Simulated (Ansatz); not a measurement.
**GaN: a single-point run**

Wanted: a converged single-point run for GaN, and a check of what comes out. The structure is shown as the input types it.

The COD entry's cell or inner coordinates are ideal or old and differ from later refinements, so a difference from it is no clean test against experiment.

Computed with Ansatz 0.2.0 (Kohn-Sham DFT, with the functional, basis and potentials that each input names (as first typed), unless a step's input says otherwise).

## (1) The structure to begin with

Symmetry: P6_3mc, No. 186, hexagonal system. Conventional cell: a = 3.152 Å, b = 3.152 Å, c = 5.138 Å, α = 90.00°, β = 90.00°, γ = 120.00°. Ga (site symmetry 3m) has 4 N at 1.93 Å as nearest neighbours. N (site symmetry 3m) has 4 Ga at 1.93 Å as nearest neighbours.

Structure file:

```xyz
4
Lattice="3.1518 0.0000 0.0000 -1.5759 2.7296 0.0000 0.0000 0.0000 5.1384" Properties=species:S:1:pos:R:3 pbc="T T T"
Ga    0.0000    1.8197   -0.0036
Ga    1.5759    0.9099    2.5656
N     0.0000    1.8197    1.9305
N     1.5759    0.9099    4.4997
```

## (2) Running it

input.yaml

```yaml
crystal:
  lattice:
    - [3.15181456733, 0.0, 0.0]
    - [-1.57590728366, 2.72955148333, 0.0]
    - [0.0, 0.0, 5.13839773619]
  atoms:
    - { symbol: Ga, position: [0.333333333333, 0.666666666667, -0.000704225452] }
    - { symbol: Ga, position: [0.666666666667, 0.333333333333, 0.499295774548] }
    - { symbol: "N", position: [0.333333333333, 0.666666666667, 0.375704225452] }
    - { symbol: "N", position: [0.666666666667, 0.333333333333, 0.875704225452] }
kpoints:
  mp_grid: { grid: [8, 8, 4] }
scf:
  occupations: { method: fixed }
  max_iter: 100
hamiltonian:
  xc: lda
  pseudopotentials: { kind: all_electron, lapw: { basis_error: 0.001 } }
  hubbard: { sites: [{ species: "N", l: p, u_eff: 20.0 }] }
output:
  forces: true
  stress: true
  eigenvalues: true
  eigenstates:
    nscf_kmesh: { grid: [12, 12, 6] }
    de_dk: true
    e_range: [-9, 12.12860766282]
  optics:
    e_range: [0, 30]
    de: 0.2
    sigma: 0.2
    bands: { spectra_wanted_up_to: 30 }
    nscf_kmesh: { grid: [12, 12, 6] }
checkpoint:
  write: ck
  write_wavefunctions: false
```

Launch:

```sh
> ansatz run input.yaml --threads 2 --pin off --max-ram 6144MiB --backend cpu --events-out ev --progress --plain --runs-dir out
```

**Question.** How will this run end, and is anything wrong with its input?

The program finished normally. It gives a pressure of -22 GPa, which is large.

Look at the input: hamiltonian.hubbard.sites is [{species: N, l: p, u_eff: 20.0}]. A U of this value distorts the shell's occupations and the levels near the Fermi energy.

The test: delete hamiltonian.hubbard.sites.
